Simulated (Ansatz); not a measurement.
CH7AlN2Si, SMILES C=[N][Al]([NH2])[SiH3], a ladder of methods at one geometry

With the Ansatz DFT code, driven from Python.

Interactive session:
```pycon
>>> from pathlib import Path
>>> import ansatz as az
>>> import numpy as np
>>> system = (
...     az.Crystal.molecule()
...     .atom("C", (0.9351, -1.8598, 1.5288))
...     .atom("N", (0.1431, -0.7977, 1.7596))
...     .atom("Al", (-0.3647, 0.467, 0.402))
...     .atom("N", (-1.3666, 1.9675, 0.8545))
...     .atom("Si", (0.4364, 0.1811, -1.817))
...     .atom("H", (1.1305, -2.4878, 2.3166))
...     .atom("H", (1.303, -2.0029, 0.5249))
...     .atom("H", (-2.3208, 1.5845, 1.16))
...     .atom("H", (-1.61, 2.494, 0.0114))
...     .atom("H", (1.907, 0.2017, -1.787))
...     .atom("H", (-0.0596, -1.097, -2.3028))
...     .atom("H", (-0.0564, 1.2943, -2.6169))
... )
>>> calculation = system.calculation().basis(gaussian="cc-pVDZ")
>>> print("functional    E (Ha)        dipole (D)   HOMO (eV)  LUMO (eV)")
functional    E (Ha)        dipole (D)   HOMO (eV)  LUMO (eV)
>>> for name in ["pbe", "b3lyp", "blyp", "lc_wpbe", "hf"]:
...     rep = calculation.functional(name).forces().orbitals().run(threads=1, runs_dir="runs").report
...     lines = Path(rep["orbitals_path"]).read_text().splitlines()
...     field_of = lambda key: [line.split("=")[1].strip() for line in lines if line.startswith(key)]
...     orbitals = [(27.211386 * float(e), s, float(n)) for e, s, n in zip(field_of("Ene="), field_of("Spin="), field_of("Occup="))]
...     homo = max(e for e, _, n in orbitals if n > 0.5)
...     lumo = min(e for e, _, n in orbitals if n < 0.5)
...     dipole = 4.803205 * np.linalg.norm(rep["charge_distribution"]["dipole_moment_e_ang"])
...     print(f"{name:10s} {rep['free_energy_ev'] / 27.211386246:14.6f} {dipole:9.3f} {homo:11.3f} {lumo:10.3f}")
...
pbe           -683.252201     1.589      -4.753     -2.445
b3lyp         -683.776374     1.768      -5.874     -1.729
blyp          -683.665595     1.580      -4.606     -2.262
lc_wpbe       -683.449845     1.999      -8.784      0.569
hf            -681.687526     2.262      -9.328      1.552
```

What to keep in mind:
- Total energies depend on the basis set; only differences at equal settings carry meaning.
- The geometry is a force-field or estimated start, not a minimum of this method, and the basis set is short of its limit. A lower total doesn't mark the better method: functionals have no common bound, and MP2 and coupled cluster aren't variational.
- b3lyp holds the VWN-RPA fit, as in Gaussian; the form of ORCA and Turbomole is b3lyp5.
- Levels such as HOMO and LUMO are orbital energies: with these approximate functionals they aren't the ionisation energy and electron affinity, and their gap isn't the fundamental gap.
- For Al to Cl the sets with a tight d function, cc-pV(X+d)Z, are usual.
- Finished in 28 s on 1 thread of Arm Neoverse V1, on a shared host, peak memory 0.3 GiB.
